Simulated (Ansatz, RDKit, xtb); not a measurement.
**Isomers of C5H7FO2S, a sample narrowed down**

Which of a sample of isomers of C5H7FO2S is the most stable in the gas at 298.15 K, and what are its properties? The sample is small against all isomers, and the most stable one of this formula need not be in it.

The funnel: GFN2-xTB relaxations, single points with a density functional, relaxations at PBE-D3(BJ)/def2-SVP, harmonic vibrations (at GFN2-xTB), and a last energy at a higher level. All values are calculated.

## (1) Possible bonding patterns

Isomers were taken from a list of plausible structures; this is a sample, not all of them. That gives 3 candidates.

```csv
label,SMILES,spin
c045,C=C(F)[S@@](=O)/C=C(\C)O,singlet
c813,C=C(F)[S@@](=O)/C=C(/C)O,singlet
c856,C=C(F)[S@@](=O)CC(C)=O,singlet
```

Candidates are built by distance geometry, with a force field where one applies, in up to four conformers (letters a to d).

Q: Predict the outcome of this search (final energies at CCSD(T)/def2-SVP + MP2/def2-TZVPP - MP2/def2-SVP).

| quantity | value |
| --- | --- |
| lowest structure found | C=C(F)[S@@](=O)CC(C)=O, singlet |
| next finalist | C=C(F)[S@@](=O)/C=C(/C)O, singlet, 3.3 kcal/mol higher in G |
| share at equilibrium, among the finalists | 99.6 % |

The search ends on `C=C(F)[S@@](=O)CC(C)=O`. The margin of 3.3 kcal/mol over the next finalist is beyond the usual error of the last level; it says nothing of structures that weren't ranked. With 6 minima in the window unscreened, the next finalist need not be the second lowest, and margin and share hold for the finalists alone. GFN2-xTB, r2SCAN-D4/def2-SVP, PBE-D3(BJ)/def2-SVP, HF/def2-SVP and MP2/def2-SVP already put its bonding pattern lowest among the structures in one piece; HF/STO-3G favours the singlet C=C(F)[S@@](=O)/C=C(/C)O. 6 minima inside the window were never screened. Lowest found is not proven lowest: the search is finite, and each finalist counts with one conformer. Only 3 drawn patterns were tried, so whole families of isomers are missing, and the result ranks only the part of this sample that was screened.
